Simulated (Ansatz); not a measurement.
# NaTbBr4: the cost of one run

Computed with Ansatz 0.2.0 (DFT PBE, scalar-relativistic, plane waves, PAW; 4f electrons in the core of a trivalent norm-conserving potential, unless a step's input says otherwise).

## (1) The system as given

The structure is cubic, space group F-43m (No. 216). The conventional cell has a = 8.848 Å, b = 8.848 Å, c = 8.848 Å, α = 90.00°, β = 90.00°, γ = 90.00°. Na (site symmetry -43m) is surrounded by 12 Br at 3.67 Å and 4 Tb at 3.83 Å. Tb (site symmetry -43m) has 12 Br at 3.66 Å and 4 Na at 3.83 Å in its first shell of neighbours. Br (site symmetry 3m) is surrounded by 6 Br at 3.09 to 3.17 Å and 3 Tb at 3.66 Å and 3 Na at 3.67 Å.

As a file:

```
CELL_PARAMETERS angstrom
0.00000 4.42393 4.42393
4.42393 0.00000 4.42393
4.42393 4.42393 0.00000
ATOMIC_POSITIONS crystal
Na 0.75000 0.75000 0.75000
Tb 0.00000 0.00000 0.00000
Br 0.37352 0.37352 0.87944
Br 0.87944 0.37352 0.37352
Br 0.37352 0.37352 0.37352
Br 0.37352 0.87944 0.37352
```

A structure generator made this guess: species swapped into a database cell of NdInNi4 (F-43m, No. 216), with Na on the Nd sites, Tb on the In sites and Br on the Ni sites. Its size is a rough estimate.

## (2) A first look at the guess

Input file input.yaml:

```yaml
crystal:
  lattice:
    - [0.0, 4.4239257, 4.4239257]
    - [4.4239257, 0.0, 4.4239257]
    - [4.4239257, 4.4239257, 0.0]
  atoms:
    - { symbol: Na, position: [0.75, 0.75, 0.75] }
    - { symbol: Tb, position: [0.0, 0.0, 0.0] }
    - { symbol: Br, position: [0.37352065, 0.37352065, 0.87943804] }
    - { symbol: Br, position: [0.87943804, 0.37352065, 0.37352065] }
    - { symbol: Br, position: [0.37352065, 0.37352065, 0.37352065] }
    - { symbol: Br, position: [0.37352065, 0.87943804, 0.37352065] }
basis:
  ecutwfc: 690
kpoints:
  mp_grid: { grid: [4, 4, 4] }
hamiltonian:
  xc: pbe
  pseudopotentials:
    kind: paw
    azcp: { Tb: "pseudopotentials/pbe/nc/lanthanide_3plus/Tb.nc.azcp" }
scf:
  occupations: { method: gaussian, width: 0.1 }
  lower_state_search: "off"
output:
  forces: true
  stress: true
  eigenvalues: true
```

The run is started by

```console
$ ansatz run input.yaml --threads 1 --pin off --max-ram 2560MiB --backend cpu --events-out ev --progress --plain --runs-dir out
```

What time and memory should one allow on 1 thread of Arm Neoverse V1, shared host?

About 11 s, with a peak of 0.42 GiB.
